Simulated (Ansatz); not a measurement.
# Al2GaH: the cost of one run

Computed with Ansatz 0.2.0, Gaussian basis. Level: UKS PBE0/def2-TZVP.

## (1) Where the work starts

4 atoms, charge 0, spin multiplicity 3.

Atoms are counted from 1 here; the program's logs count them from 0.

Bond lengths: Al1–Ga2 2.548 Å, Ga2–Al3 2.548 Å. Angles: Al1–Ga2–Al3 118.6°.

The start was built by rule and, where that kept it together, relaxed with GFN2-xTB. Sticks and bond lists go by distance. No spin-orbit coupling is included. 

## (2) Relaxation

File in.yaml:

```yaml
crystal:
  periodic: [false, false, false]
  atoms:
    - {symbol: Al, position_ang: [-2.254271, -0.482683, -0.000500]}
    - {symbol: Ga, position_ang: [0.293226, -0.500949, -0.005709]}
    - {symbol: Al, position_ang: [1.529944, 1.726792, 0.014671]}
    - {symbol: H, position_ang: [-0.894029, 1.348988, 0.015580]}
basis:
  gaussian: {orbitals: def2-TZVP}
magnetization: {spin_polarized: true, initial_magnetization: 2}
hamiltonian: {xc: pbe0}
relax: {f_tol: 0.004, max_steps: 80}
```

Command:

```
$ ansatz run in.yaml --threads 1 --pin off --events-out ev --progress --plain --max-ram 2176MiB
```

What time and memory should one allow on 1 thread of Intel Xeon Platinum 8259CL at 2.50GHz, shared host?

About 75 s, with a peak of 0.38 GiB.
